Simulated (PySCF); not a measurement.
# C2H6AlF: the cost of one run

The runs use PySCF 2.14.0; levels as typed in each script, gas phase, geometry from GFN2-xTB.

## 1. The starting structure

SMILES `C[Al](C)F`, 10 atoms, charge 0, spin multiplicity 1.

Bond lengths: C1–Al2 1.987 Å, C1–H5 1.094 Å, C1–H6 1.091 Å, C1–H7 1.104 Å, Al2–C3 1.990 Å, Al2–F4 1.659 Å, C3–H8 1.094 Å, C3–H9 1.085 Å, C3–H10 1.091 Å. Angles: Al2–C1–H5 111.1°, Al2–C1–H6 113.6°, Al2–C1–H7 110.6°, H5–C1–H6 107.4°, H5–C1–H7 105.4°, H6–C1–H7 108.4°, C1–Al2–C3 130.4°, C1–Al2–F4 115.2°, C3–Al2–F4 114.4°, Al2–C3–H8 111.0°, Al2–C3–H9 111.5°, Al2–C3–H10 113.5°, H8–C3–H9 106.7°, H8–C3–H10 107.4°, H9–C3–H10 106.3°.

Coordinates:

```csv
atom,x (Å),y (Å),z (Å)
C1,1.8091,-0.8048,0.0004
Al2,0.0031,0.0251,0.0007
C3,-1.8020,-0.8131,0.0006
F4,-0.0129,1.6843,-0.0021
H5,2.3868,-0.4897,-0.8740
H6,1.7882,-1.8957,0.0022
H7,2.3922,-0.4660,0.8741
H8,-2.3812,-0.4992,0.8744
H9,-2.3756,-0.5228,-0.8737
H10,-1.7762,-1.9040,0.0006
```

## 2. Density, bond paths and surface potential (PBE0/def2-tzvp)

input.py reads:

```python
import numpy as np
from pyscf import gto, scf, dft
from pyscf.scf import atom_ks, atom_hf
from scipy.linalg import block_diag

def solve(mol, dm0=None, hcore=None):
    mf = (dft.UKS if mol.spin else dft.RKS)(mol, xc='pbe0')
    mf.grids.level = 3
    mf = mf.density_fit(auxbasis='def2-universal-jkfit')
    mf.conv_tol, mf.max_cycle = 1e-8, 80
    if hcore is not None:
        mf.get_hcore = lambda *args: hcore
    mf.kernel(dm0)
    if not mf.converged:
        mf = mf.newton().run(mf.mo_coeff, mf.mo_occ, max_cycle=30)
    assert mf.converged, 'SCF not converged'
    return mf

mol = gto.M(atom='''
C      1.80905    -0.80477     0.00039
Al     0.00308     0.02506     0.00070
C     -1.80202    -0.81311     0.00057
F     -0.01294     1.68431    -0.00205
H      2.38676    -0.48967    -0.87398
H      1.78823    -1.89572     0.00225
H      2.39219    -0.46601     0.87415
H     -2.38118    -0.49921     0.87441
H     -2.37561    -0.52279    -0.87372
H     -1.77616    -1.90396     0.00055
''', basis='def2-tzvp', charge=0, spin=0, verbose=4)
mf = solve(mol)
mf.analyze()
# spherically averaged free atoms, for the promolecule
atm = atom_ks.get_atm_nrks(mol, xc='pbe0')
pro = block_diag(*[(atm[a[0]][2] * atm[a[0]][3]) @ atm[a[0]][2].T for a in mol._atom])
np.savez('result.npz', e=mf.e_tot, c=mf.mo_coeff, occ=mf.mo_occ, eps=mf.mo_energy, pro=pro, dip=mf.dip_moment(verbose=0), s2=mf.spin_square()[0])
```

Command:

```console
$ OMP_NUM_THREADS=1 python input.py
```

What time and memory should one allow on 1 thread of Arm Neoverse V2, shared host?

About 17 s, with a peak of 0.61 GiB.
